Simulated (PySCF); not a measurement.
# One shape, several levels: BrF (bromine fluoride)

Wanted: a comparison of 5 runs (HF/cc-pVDZ, HF/cc-pCVDZ, HF/cc-pwCVDZ, HF/cc-pVTZ, HF/cc-pCVTZ) of BrF (bromine fluoride). The job is set up through a Python script.

The calculation is run with PySCF 2.14.0.

**1. The molecule**

BrF has 2 atoms, charge 0, and is taken as a singlet. As SMILES, `FBr`. Geometry: relaxed at PBE0-D4/def2-TZVP.

Bond lengths: F1–Br2 1.754 Å.

**2. A single-point energy at HF/cc-pVDZ (run 1)**

The input, input.py:

```python
# bromine fluoride
from pyscf import gto, scf

system = gto.Mole()
system.atom = [
    ('F', (-0.000000, -0.000000, 0.023210)),
    ('Br', (0.000000, 0.000000, 1.776730)),
]
system.spin = 0
system.basis = 'cc-pvdz'
system.max_memory = 1860
system.verbose = 4
system.build()

mf = scf.RHF(system)
mf.conv_tol = 1e-10
mf.kernel()
if not mf.converged:
    mf = mf.newton().run(mf.mo_coeff, mf.mo_occ)

energy = mf.e_tot
print('Final energy', energy)
```

Command:

```
$ OMP_NUM_THREADS=1 python input.py
```

The program printed:

```text
PySCF version 2.14.0

[INPUT] num. atoms = 2
[INPUT] num. electrons = 44
[INPUT] charge = 0
[INPUT] spin (= nelec alpha-beta = 2S) = 0
[INPUT] symmetry False subgroup None
[INPUT] Mole.unit = angstrom
[INPUT] Symbol           X                Y                Z      unit          X                Y                Z       unit  Magmom
[INPUT]  1 F      0.000000000000   0.000000000000   0.023210000000 AA    0.000000000000   0.000000000000   0.043860543351 Bohr   0.0
[INPUT]  2 Br     0.000000000000   0.000000000000   1.776730000000 AA    0.000000000000   0.000000000000   3.357533097298 Bohr   0.0

nuclear repulsion = 95.0606901773576
number of shells = 11
number of NR pGTOs = 103
number of NR cGTOs = 41
basis = cc-pvdz
ecp = {}

******** <class 'pyscf.scf.hf.RHF'> ********
method = RHF
initial guess = minao
damping factor = 0
level_shift factor = 0
DIIS = <class 'pyscf.scf.diis.CDIIS'>
diis_start_cycle = 1
diis_space = 8
diis_damp = 0
SCF conv_tol = 1e-10
SCF conv_tol_grad = None
SCF max_cycles = 50
direct_scf = True
direct_scf_tol = 1e-13
Set gradient conv threshold to 1e-05
Initial guess from minao.
init E= -2670.68693080071
  HOMO = -0.362066241741156  LUMO = -0.151340827832857  gap/eV = 5.73413
cycle= 1 E= -2671.72176951638  delta_E= -1.03  |g|= 0.358  |ddm|= 1.34
  HOMO = -0.469861506868844  LUMO = 0.0279836391189869  gap/eV = 13.54706
cycle= 2 E= -2671.7408100024  delta_E= -0.019  |g|=  0.2  |ddm|= 0.331
  HOMO = -0.453571392850099  LUMO = 0.0360468411125536  gap/eV = 13.32319
cycle= 3 E= -2671.74709257712  delta_E= -0.00628  |g|= 0.0348  |ddm|= 0.123
  HOMO = -0.449420967769838  LUMO = 0.0449408886857903  gap/eV = 13.45227
cycle= 4 E= -2671.74735129154  delta_E= -0.000259  |g|= 0.00803  |ddm|= 0.024
  HOMO = -0.450247752882607  LUMO = 0.0446008363438004  gap/eV = 13.46552
cycle= 5 E= -2671.74737136355  delta_E= -2.01e-05  |g|= 0.00153  |ddm|= 0.00745
  HOMO = -0.450081735507657  LUMO = 0.0447179110457396  gap/eV = 13.46418
cycle= 6 E= -2671.74737248844  delta_E= -1.12e-06  |g|= 0.000565  |ddm|= 0.00192
  HOMO = -0.450067747118728  LUMO = 0.0446852621627443  gap/eV = 13.46292
cycle= 7 E= -2671.74737265878  delta_E= -1.7e-07  |g|= 9.69e-05  |ddm|= 0.000852
  HOMO = -0.450046264547544  LUMO = 0.0446996277496234  gap/eV = 13.46272
cycle= 8 E= -2671.74737266453  delta_E= -5.75e-09  |g|= 1.15e-05  |ddm|= 0.000178
  HOMO = -0.450048108319642  LUMO = 0.0446976149823932  gap/eV = 13.46272
cycle= 9 E= -2671.74737266461  delta_E= -8.46e-11  |g|= 1.81e-06  |ddm|= 2.03e-05
  HOMO = -0.450047745052702  LUMO = 0.0446980231960463  gap/eV = 13.46272
Extra cycle  E= -2671.74737266461  delta_E= -2.27e-12  |g|= 6.93e-07  |ddm|= 1.9e-06
converged SCF energy = -2671.74737266461
Final energy -2671.747372664615
```

It took 0.52 s on 1 thread of Intel Xeon 6975P-C (Granite Rapids), shared host; peak memory 0.1 GiB.

**3. The energy at HF/cc-pCVDZ (run 2)**

The input, calc.py:

```python
from pyscf import gto, scf

molecule = gto.M(
    atom='''
F        0.000000       0.000000       0.023210
Br       0.000000       0.000000       1.776730
''',
    max_memory=1860,
    verbose=3,
    charge=0,
    spin=0,
    basis='cc-pcvdz',
)

mf = scf.RHF(molecule)
mf.conv_tol = 1e-10
mf.kernel()
if not mf.converged:
    mf = mf.newton().run(mf.mo_coeff, mf.mo_occ)

e_final = mf.e_tot
print('Final energy', e_final)
```

Command:

```
$ OMP_NUM_THREADS=1 python calc.py
```

The program printed:

```text
converged SCF energy = -2671.74880090295
Final energy -2671.7488009029535
```

Run time: 0.66 s. Hardware: 1 thread of Intel Xeon 6975P-C (Granite Rapids), shared host; peak memory 0.11 GiB.

Runs 3 to 4 aren't shown in full; the table further down has their settings and results.

**4. A single-point energy at HF/cc-pCVTZ (run 5)**

The input, start.xyz:

```xyz
2
BrF
F      0.000000     0.000000     0.023210
Br     0.000000     0.000000     1.776730
```

The input, run.py:

```python
# bromine fluoride
from pyscf import gto

mol = gto.M(
    atom='start.xyz',
    charge=0,
    basis='cc-pcvtz',
    verbose=3,
    max_memory=1860,
)

calc0 = mol.RHF()
calc0.conv_tol = 1e-10
calc0.kernel()
if not calc0.converged:
    calc0 = calc0.newton().run(calc0.mo_coeff, calc0.mo_occ)

e_final = calc0.e_tot
print('E(%s) = %.9f' % ('HF', e_final))
```

Command:

```
$ OMP_NUM_THREADS=1 python run.py
```

The program printed:

```text
converged SCF energy = -2671.86641082217
E(HF) = -2671.866410822
```

It took 3.6 s on 1 thread of Intel Xeon 6975P-C (Granite Rapids), shared host; peak memory 0.4 GiB.

**5. The series**

```csv
run,level,energy (Eh),dipole moment (D),HOMO energy (eV),LUMO energy (eV),wall time
1,HF/cc-pVDZ,-2671.747373,1.95,-12.25,1.22,0.52 s
2,HF/cc-pCVDZ,-2671.748801,1.96,-12.25,1.22,0.66 s
3,HF/cc-pwCVDZ,-2671.751124,1.96,-12.25,1.23,0.74 s
4,HF/cc-pVTZ,-2671.865457,1.72,-12.28,0.94,1 s
5,HF/cc-pCVTZ,-2671.866411,1.72,-12.28,0.94,3.6 s
```

**6. Results**

| quantity | value |
| --- | --- |
| run 5: total energy | -2671.86641 Eh |
| run 5: dipole moment | 1.72 D |
| run 5: HOMO energy | -12.28 eV |
| run 5: LUMO energy | 0.94 eV |
| run 5: HOMO–LUMO gap | 13.22 eV |

In words: The dipole moment (its size) runs from 1.72 D (HF/cc-pCVTZ) to 1.96 D (HF/cc-pwCVDZ). The HOMO–LUMO gap runs from 13.22 eV (HF/cc-pVTZ) to 13.47 eV (HF/cc-pwCVDZ). All runs together took 6.6 s, the longest 3.6 s.
